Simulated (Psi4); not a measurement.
# Two attempts at H4Hf (HfH4)

Wanted: energy and one-electron properties of H4Hf (HfH4), OMP3/def2-SVPD (density fitting, core potential, density fitting for correlation).

The results are computed with Psi4 1.11.

### 1 Starting point

H4Hf: 5 atoms, total charge 0, spin state singlet. As SMILES, `[H][Hf]([H])([H])[H]`. The shape comes from GFN2-xTB, which is rough for such elements, and wasn't checked as a minimum.

Bond lengths: Hf1–H2 1.864 Å, Hf1–H3 1.863 Å, Hf1–H4 1.864 Å, Hf1–H5 1.864 Å. Angles: H2–Hf1–H3 109.5°, H2–Hf1–H4 109.5°, H2–Hf1–H5 109.4°, H3–Hf1–H4 109.5°, H3–Hf1–H5 109.5°, H4–Hf1–H5 109.5°.

### 2 Try one

File h4hf.xyz:

```xyz
5
H4Hf
Hf     0.000070     0.000180    -0.000140
H      0.010430    -0.017760     1.863600
H      1.753220     0.010280    -0.631130
H     -0.886000     1.525370    -0.601880
H     -0.877720    -1.518080    -0.630450
```

File calc.py:

```python
import psi4

psi4.set_memory('1600 MB')
psi4.set_num_threads(1)
psi4.core.set_output_file('h4hf.out', False)

with open('h4hf.xyz') as f:
    atoms = ''.join(f.readlines()[2:])
m = psi4.geometry('0 1\n' + atoms + '')

psi4.set_options({
    'basis': 'def2-SVPD',
    'scf_type': 'df',
    'num_frozen_docc': 0,
    'mp_type': 'df',
    'maxiter': 6,
})

e_tot, wfn = psi4.energy('omp3', return_wfn=True)
psi4.oeprop(wfn, 'LOWDIN_CHARGES', 'WIBERG_LOWDIN_INDICES', 'MAYER_INDICES', title='OMP3')
print(f'omp3 energy: {e_tot:.10f} Eh')
for k, v in sorted(psi4.core.scalar_variables().items()):
    print(f'{k:45s} {v:18.10f}')
```

The run is started by

```sh
$ python calc.py
```

h4hf.out:

```text
For method 'OMP3', SCF Algorithm Type (re)set to DISK_DF.

   => Loading Basis Set <=

    Name: DEF2-SVPD
    Role: ORBITAL
    Keyword: BASIS

    !!!  WARNING: ECP capability is in beta. Please check occupations closely.  !!!

         ---------------------------------------------------------
                                   SCF
                              RHF Reference
                        1 Threads,   1525 MiB Core
         ---------------------------------------------------------

  ==> Geometry <==

    Molecular point group: c1
    Full point group: C1

    Geometry (in Angstrom), charge = 0, multiplicity = 1:

       Center              X                  Y                   Z               Mass
    ------------   -----------------  -----------------  -----------------  -----------------
         HF           0.000001917289     0.000004984952    -0.000003834578   179.946557000000
         H            0.010361917289    -0.017935015048     1.863736165422     1.007825032230
         H            1.753151917289     0.010104984952    -0.630993834578     1.007825032230
         H           -0.886068082711     1.525194984952    -0.601743834578     1.007825032230
         H           -0.877788082711    -1.518255015048    -0.630313834578     1.007825032230

  Running in c1 symmetry.

  Rotational constants: A =      1.80640  B =      1.80615  C =      1.80567 [cm^-1]
  Rotational constants: A =  54154.43228  B =  54147.10982  C =  54132.63955 [MHz]
  Nuclear repulsion =   14.673090977386636

  Charge       = 0
  Multiplicity = 1
  Electrons    = 16
  Nalpha       = 8
  Nbeta        = 8

  ==> Algorithm <==

  SCF Algorithm Type is DISK_DF.
  DIIS enabled.
  MOM disabled.
  Fractional occupation disabled.
  Guess Type is SAD.
  Energy threshold   = 1.00e-08
  Density threshold  = 1.00e-08
  Integral threshold = 1.00e-12

  ==> Primary Basis <==

  Basis Set: DEF2-SVPD
    Blend: DEF2-SVPD
    Number of shells: 29
    Number of basis functions: 67
    Number of Cartesian functions: 72
    Spherical Harmonics?: true
    Max angular momentum: 3

  Core potential: DEF2-SVPD
    Number of shells: 4
    Number of ECP primitives: 10
    Number of ECP core electrons: 60
    Max angular momentum: 3

   => Loading Basis Set <=

    Name: (DEF2-SVPD AUX)
    Role: JKFIT
    Keyword: DF_BASIS_SCF

  ==> Integral Setup <==

  ==> DiskDFJK: Density-Fitted J/K Matrices <==

    J tasked:                  Yes
    K tasked:                  Yes
    wK tasked:                  No
    Integrals threads:           1
    Memory [MiB]:             1144
    Algorithm:                Core
    Integral Cache:           SAVE
    Schwarz Cutoff:          1E-12
    Fitting Condition:       1E-10

   => Auxiliary Basis Set <=

  Basis Set: (DEF2-SVPD AUX)
    Blend: DEF2-UNIVERSAL-JKFIT
    Number of shells: 69
    Number of basis functions: 299
    Number of Cartesian functions: 421
    Spherical Harmonics?: true
    Max angular momentum: 6

  Minimum eigenvalue in the overlap matrix is 2.3784974958E-03.
  Reciprocal condition number of the overlap matrix is 4.4906004120E-04.
    Using symmetric orthogonalization.

  ==> Pre-Iterations <==

  SCF Guess: Superposition of Atomic Densities via on-the-fly atomic UHF (no occupation information).

   -------------------------
    Irrep   Nso     Nmo
   -------------------------
     A         67      67
   -------------------------
    Total      67      67
   -------------------------

  ==> Iterations <==

                           Total Energy        Delta E     RMS |[F,P]|

   @DF-RHF iter SAD:   -49.03709437421767   -4.90371e+01   0.00000e+00
   @DF-RHF iter   1:   -49.67447911785198   -6.37385e-01   2.60474e-03 DIIS/ADIIS
   @DF-RHF iter   2:   -49.71058492982643   -3.61058e-02   9.22535e-04 DIIS/ADIIS
   @DF-RHF iter   3:   -49.71442910907636   -3.84418e-03   3.01038e-04 DIIS/ADIIS
   @DF-RHF iter   4:   -49.71547400188080   -1.04489e-03   8.80014e-05 DIIS
   @DF-RHF iter   5:   -49.71559192980708   -1.17928e-04   2.32049e-05 DIIS
   @DF-RHF iter   6:   -49.71560115983879   -9.23003e-06   5.21480e-06 DIIS

PsiException: Could not converge SCF iterations in 6 iterations.

  Failed to converge.
```

The script printed:

```text
Traceback (most recent call last):
  File "calc.py", line 19, in <module>
    e_tot, wfn = psi4.energy('omp3', return_wfn=True)
psi4.driver.p4util.exceptions.SCFConvergenceError: Could not converge SCF iterations in 6 iterations.
```

It took 2 s on 1 thread of Intel Xeon 6975P-C (Granite Rapids), shared host; peak memory 0.2 GiB.

### 3 What went wrong

No converged result was reached.

The log says `psi4.driver.p4util.exceptions.SCFConvergenceError: Could not converge SCF iterations in 6 iterations.`. The cause is that the iteration cap is too low for convergence. To mend it: SCF iteration cap at its default in place of 6.

### 4 The mended input

h4hf.xyz is that of step 2.

File job.py:

```python
import psi4

psi4.set_memory('1600 MB')
psi4.set_num_threads(1)
psi4.set_output_file('output.dat', False)

with open('h4hf.xyz') as f:
    atoms = ''.join(f.readlines()[2:])
m = psi4.geometry('0 1\n' + atoms + '')

psi4.set_options(dict(basis='def2-SVPD', scf_type='df', num_frozen_docc=0, mp_type='df'))

energy_value, wavefunction = psi4.energy("omp3", return_wfn=True)
psi4.oeprop(wavefunction, "LOWDIN_CHARGES", "WIBERG_LOWDIN_INDICES", "MAYER_INDICES", title="OMP3")
print('E =', round(energy_value, 9))
for k, v in sorted(psi4.core.scalar_variables().items()):
    print(f'{k:45s} {v:18.10f}')
```

The run is started by

```sh
$ python job.py
```

output.dat, shortened:

```text
[...]
    !!!  WARNING: ECP capability is in beta. Please check occupations closely.  !!!
[...]
  Running in c1 symmetry.
[...]
   @DF-RHF iter   2:   -49.71058492982643   -3.61058e-02   9.22535e-04 ADIIS/DIIS
[...]
   @DF-RHF iter  10:   -49.71560156195868   -2.24858e-10   2.45912e-08 DIIS
[...]
  @DF-RHF Final Energy:   -49.71560156196841
[...]
	Warning: cc_lambda option is changed to TRUE
[... 32 lines left out ...]
	DF-MP2 Total Energy (a.u.)         :   -49.95014313357549
[...]
	successfully set the error vectors...
[... 9 lines left out ...]
[...]
	DF-OMP3 Total Energy (a.u.)        :   -49.97694052043921
[...]
```

On the terminal:

```text
E = -49.97694052
CURRENT CORRELATION ENERGY                         -0.2613389585
CURRENT ENERGY                                    -49.9769405204
CURRENT REFERENCE ENERGY                          -49.7156015620
DD SOLVATION ENERGY                                 0.0000000000
HF KINETIC ENERGY                                  18.4417101573
HF POTENTIAL ENERGY                               -68.1573117193
HF TOTAL ENERGY                                   -49.7156015620
HF VIRIAL RATIO                                     3.6958238221
MP2 CORRELATION ENERGY                             -0.2345415716
MP2 DOUBLES ENERGY                                 -0.2345415716
MP2 SINGLES ENERGY                                  0.0000000000
MP2 TOTAL ENERGY                                  -49.9501431336
MP3 CORRELATION ENERGY                             -0.2582673371
MP3 DOUBLES ENERGY                                 -0.2582673371
MP3 SINGLES ENERGY                                  0.0000000000
MP3 TOTAL ENERGY                                  -49.9738688991
NUCLEAR REPULSION ENERGY                           14.6730909774
OMP3 CORRELATION ENERGY                            -0.2613389585
OMP3 REFERENCE CORRECTION ENERGY                    0.0033887462
OMP3 TOTAL ENERGY                                 -49.9769405204
ONE-ELECTRON ENERGY                              -109.5995494920
PCM POLARIZATION ENERGY                             0.0000000000
PE ENERGY                                           0.0000000000
SCF ITERATION ENERGY                              -49.7156015620
SCF ITERATIONS                                     11.0000000000
SCF TOTAL ENERGY                                  -49.7156015620
SCS(N)-MP2 CORRELATION ENERGY                      49.7156015620
SCS(N)-MP2 TOTAL ENERGY                             0.0000000000
SCS-MP2 CORRELATION ENERGY                    60385889036655656960.0000000000
SCS-MP2 TOTAL ENERGY                          60385889036655656960.0000000000
SOS-MP2 CORRELATION ENERGY                         49.7156015620
SOS-MP2 TOTAL ENERGY                                0.0000000000
TWO-ELECTRON ENERGY                                45.2108569526
```

Run time: 7.8 s. Hardware: 1 thread of Intel Xeon 6975P-C (Granite Rapids), shared host; peak memory 0.22 GiB.

Atomic charges (e):

```tsv
atom	Löwdin
Hf1	+0.800
H2	-0.200
H3	-0.200
H4	-0.200
H5	-0.200
```

### 5 What came out

At OMP3/def2-SVPD (density fitting, core potential, density fitting for correlation):

| quantity | value |
| --- | --- |
| total energy | -49.97694 Eh |
| HOMO energy (Hartree–Fock orbitals) | -11.66 eV |
| LUMO energy (Hartree–Fock orbitals) | 1.05 eV |
| HOMO–LUMO gap (Hartree–Fock orbitals) | 12.70 eV |
| correlation energy | -261.3 mEh |
